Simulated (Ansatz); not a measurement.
# Ta: the cost of one run

Method: DFT PBEsol, scalar-relativistic, plane waves, PAW, in Ansatz 0.2.0.

1 further run of the same task is left out (set aside as unsound or not needed). Runs told in other sessions of the task aren't counted.

### 1 The system as given

Symmetry: P6_322, No. 182, hexagonal system. Conventional cell: a = 4.970 Å, b = 4.970 Å, c = 8.368 Å, α = 90.00°, β = 90.00°, γ = 120.00°. Around Ta (site symmetry 2) lie 8 Ta at 2.68 to 2.91 Å. Ta (site symmetry 32) is surrounded by 6 Ta at 2.68 Å.

Coordinates:

```cif
data_structure
_symmetry_space_group_name_H-M 'P6_322'
_symmetry_Int_Tables_number 182
_cell_length_a 4.9705
_cell_length_b 4.9705
_cell_length_c 8.3684
_cell_angle_alpha 90.000
_cell_angle_beta 90.000
_cell_angle_gamma 120.000
_cell_volume 179.05
loop_
_atom_site_label
_atom_site_type_symbol
_atom_site_symmetry_multiplicity
_atom_site_Wyckoff_symbol
_atom_site_fract_x
_atom_site_fract_y
_atom_site_fract_z
_atom_site_occupancy
Ta1 Ta 6 g 0.00000 0.32317 0.00000 1
Ta2 Ta 2 c 0.66667 0.33333 0.75000 1
```

It goes back to an entry of the Materials Project, which need not be the stable form.

This cell was relaxed beforehand with the same method: volume 22.38 Å³/atom, gap on the mesh none (metal).

### 2 Zero of energy

The reference gives a free energy of -78440.8074 eV, pressure 0.04 GPa, largest force 0.004 eV/Å and gap on the mesh none (metal). It was computed beforehand with the settings of the runs below.

### 3 Setting up a one-atom displacement scan

Atom 1 (Ta) is moved by x along the Cartesian unit vector (0.707, -0.707, 0.000); the cell and all other atoms stay fixed. Forces below are components along that vector, summed over the moved atoms. In a periodic cell its images move with it.

### 4 x = -0.100 Å

Contents of input.yaml:

```yaml
crystal:
  lattice:
    - [4.9704540615, 0.0, 0.0]
    - [-2.4852270308, 4.3045394856, 0.0]
    - [0.0, 0.0, 8.3683696052]
  atoms:
    - { symbol: Ta, position: [-0.0060127, 0.3395981718, 0.0] }
    - { symbol: Ta, position: [0.3231711699, 0.0, 0.0] }
    - { symbol: Ta, position: [0.6768288301, 0.6768288301, 0.0] }
    - { symbol: Ta, position: [0.0, 0.6768288301, 0.5] }
    - { symbol: Ta, position: [0.6768288301, 0.0, 0.5] }
    - { symbol: Ta, position: [0.3231711699, 0.3231711699, 0.5] }
    - { symbol: Ta, position: [0.6666666667, 0.3333333333, 0.75] }
    - { symbol: Ta, position: [0.3333333333, 0.6666666667, 0.25] }
basis:
  ecutwfc: 420
kpoints:
  mp_grid: { grid: [12, 12, 6] }
hamiltonian:
  xc: pbesol
scf:
  occupations: { method: gaussian, width: 0.15 }
output:
  forces: true
  stress: true
  eigenvalues: true
```

On the command line:

```bash
> ansatz run input.yaml --threads 2 --pin off --max-ram 5120MiB --backend cpu --events-out ev --progress --plain --runs-dir out
```

Q: Estimate wall time and peak memory on 2 threads of AMD EPYC 9R45 (Zen 5), shared host.

About 60 s, with a peak of 3 GiB.
